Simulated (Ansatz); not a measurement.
# C₂H₇InN radical: a ladder of functionals and wavefunction methods

An exercise on one series of results from a longer session: the logs are not shown, and one member is left open.

Computed with Ansatz 0.2.0, Gaussian basis. Level: functionals in def2-TZVPP, the program's frozen cores in correlated methods.

Levels to be run: PBE-D4, r2SCAN-D4, PBE0-D4, B3LYP-D4, ωB97X-V, ωB97M-V, B2PLYP; CCSD(T)/def2-TZVPP; MP2/def2-QZVPP; extrapolation to the limit.

## The geometry

An earlier PBE0-D4 in a triple-zeta def2 set relaxation fixed the geometry. In takes the def2 core potential; no spin-orbit term is included.

SMILES `C[CH2][In][NH2]`, 11 atoms, charge 0, spin multiplicity 2.

Atoms are counted from 1 here; the program's logs count them from 0.

Bond lengths: C1–C2 1.517 Å, C1–H5 1.093 Å, C1–H6 1.097 Å, C1–H7 1.093 Å, C2–In3 2.229 Å, C2–H8 1.091 Å, C2–H9 1.092 Å, In3–N4 2.049 Å, N4–H10 1.009 Å, N4–H11 1.011 Å. Angles: C2–C1–H5 112.0°, C2–C1–H6 111.3°, C2–C1–H7 112.0°, H5–C1–H6 106.9°, H5–C1–H7 107.3°, H6–C1–H7 107.1°, C1–C2–In3 110.6°, C1–C2–H8 112.8°, C1–C2–H9 112.6°, In3–C2–H8 106.8°, In3–C2–H9 105.8°, H8–C2–H9 107.8°, C2–In3–N4 111.7°, In3–N4–H10 121.8°, In3–N4–H11 121.2°, H10–N4–H11 109.6°.

Geometry (Å):

```
C    -0.7027    1.0597    0.3865
C    -0.5000   -0.1672    1.2546
In    0.6613   -1.7208    0.1569
N     1.4159   -0.9990   -1.6064
H    -1.2739    0.8328   -0.5178
H    -1.2545    1.8408    0.9238
H     0.2470    1.4984    0.0698
H    -1.4400   -0.6320    1.5570
H     0.0728    0.0486    2.1590
H     1.8513   -1.6043   -2.2857
H     0.9881   -0.2138   -2.0771
```

The first run:

in.yaml reads:

```yaml
crystal:
  periodic: [false, false, false]
  atoms:
    - {symbol: C, position_ang: [-0.702683, 1.059725, 0.386508]}
    - {symbol: C, position_ang: [-0.499976, -0.167247, 1.254604]}
    - {symbol: In, position_ang: [0.661303, -1.720801, 0.156917]}
    - {symbol: N, position_ang: [1.415938, -0.999019, -1.606359]}
    - {symbol: H, position_ang: [-1.273925, 0.832761, -0.517755]}
    - {symbol: H, position_ang: [-1.254527, 1.840814, 0.923765]}
    - {symbol: H, position_ang: [0.247030, 1.498365, 0.069769]}
    - {symbol: H, position_ang: [-1.440040, -0.631983, 1.557004]}
    - {symbol: H, position_ang: [0.072815, 0.048571, 2.158994]}
    - {symbol: H, position_ang: [1.851301, -1.604308, -2.285713]}
    - {symbol: H, position_ang: [0.988063, -0.213777, -2.077135]}
basis:
  gaussian: {orbitals: def2-TZVPP}
magnetization: {spin_polarized: true, initial_magnetization: 1}
hamiltonian: {xc: pbe, dispersion: d4}
output: {forces: true, orbitals: {seedname: orbitals}}
```

Command:

```sh
$ ansatz run in.yaml --threads 2 --pin off --events-out ev --progress --plain --max-ram 31744MiB --backend cpu
```

Steps of the session up to this table: PBE-D4 (GGA); r2SCAN-D4 (meta-GGA); PBE0-D4 (hybrid); B3LYP-D4 (hybrid); ωB97X-V (range-separated); ωB97M-V (range-separated); B2PLYP (double hybrid); CCSD(T) in def2-TZVPP; MP2 in def2-QZVPP.

One table of the session follows, with a row left open; its other results are not shown here.

| method | atomisation energy (kJ/mol) |
| --- | --- |
| PBE-D4 | 3759.1 |
| r2SCAN-D4 | 3693.6 |
| PBE0-D4 | 3696.6 |
| B3LYP-D4 | ? |
| ωB97X-V | 3695.3 |
| ωB97M-V | 3696.1 |
| B2PLYP | 3648.1 |
| HF/def2-TZVPP | 2640.9 |
| MP2/def2-TZVPP | 3619.0 |
| CCSD/def2-TZVPP | 3545.7 |
| CCSD(T)/def2-TZVPP | 3598.5 |
| MP2/CBS | 3715.8 |
| CCSD(T)/CBS | 3695.3 |

**Question.** Estimate the row for B3LYP-D4.

**Answer.** atomisation energy (kJ/mol): 3695.4. In the column «atomisation energy (kJ/mol)» it lies between CCSD(T)/CBS (3695.3) and ωB97M-V (3696.1).
